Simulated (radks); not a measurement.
# Nuclear size and the levels of Cd³⁺

Aim: how the total energy, the levels and the density at the nucleus of Cd³⁺ respond when the nuclear radius is scaled.

Program: radks (a radial shooting solver on a logarithmic mesh, Libxc functionals) version 1. Level of theory: Dirac Kohn-Sham, PBE, spin-unpolarised, spherical densities, finite nucleus; open shells fill j = l - 1/2 first. These are calculated values, not measurements, unless marked.

### 1 What is computed

* element: cadmium (Z = 48)
* charge: +3
* electrons: 45
* configuration: [Kr] 4d9
* nuclear rms radius: 4.6087 fm

### 2 rms radius 4.6087 fm

Input:

```text
Z 48
configuration [Kr] 4d9 5s0 5p0
relativity Dirac
functional pbe,pbe
spin unpolarised
j_filling energy
nucleus finite rms 4.6087 fm
c 137.035999084
```

### 3 rms radius 4.134 fm

Changes since step 2:

```diff
@@ -6,3 +6,3 @@
 j_filling energy
-nucleus finite rms 4.6087 fm
+nucleus finite rms 4.134 fm
 c 137.035999084
```

### 4 rms radius 4.3552 fm

Changes since step 3:

```diff
@@ -6,3 +6,3 @@
 j_filling energy
-nucleus finite rms 4.134 fm
+nucleus finite rms 4.3552 fm
 c 137.035999084
```

### 5 rms radius 4.7838 fm

Changes since step 4:

```diff
@@ -6,3 +6,3 @@
 j_filling energy
-nucleus finite rms 4.3552 fm
+nucleus finite rms 4.7838 fm
 c 137.035999084
```

### 6 rms radius 5.489 fm

Changes since step 5:

```diff
@@ -6,3 +6,3 @@
 j_filling energy
-nucleus finite rms 4.7838 fm
+nucleus finite rms 5.489 fm
 c 137.035999084
```

Q: Predict the outcome of this session. Wanted: for each run, rms radius; total energy shift; density at nucleus; 1s1/2 shift; 2s1/2 shift; 4s1/2 shift; 4p1/2 shift; 5s1/2 shift.

As calculated:

```csv
rms radius (fm),total energy shift (eV),density at nucleus (e/bohr³),1s1/2 shift (meV),2s1/2 shift (meV),4s1/2 shift (meV),4p1/2 shift (meV),5s1/2 shift (meV)
4.134,-0.633,1.62e+05,-266,-30.0,-1.11,0.0418,-0.158
4.3552,-0.346,1.608e+05,-145,-16.4,-0.604,0.0228,-0.0861
4.6087,0,1.595e+05,0,0,0,0,0
4.7838,0.249,1.586e+05,105,11.8,0.434,-0.0164,0.0619
5.489,1.33,1.556e+05,559,63.1,2.32,-0.0878,0.331
```

Shifts are against the first run. Over the range the 1s1/2 level moves by 0.825 eV and the 5s1/2 level by 0.489 meV. A larger nucleus binds the 1s electrons less and lowers the density at its centre. These are shifts of eigenvalues, not the field shifts of spectral lines.
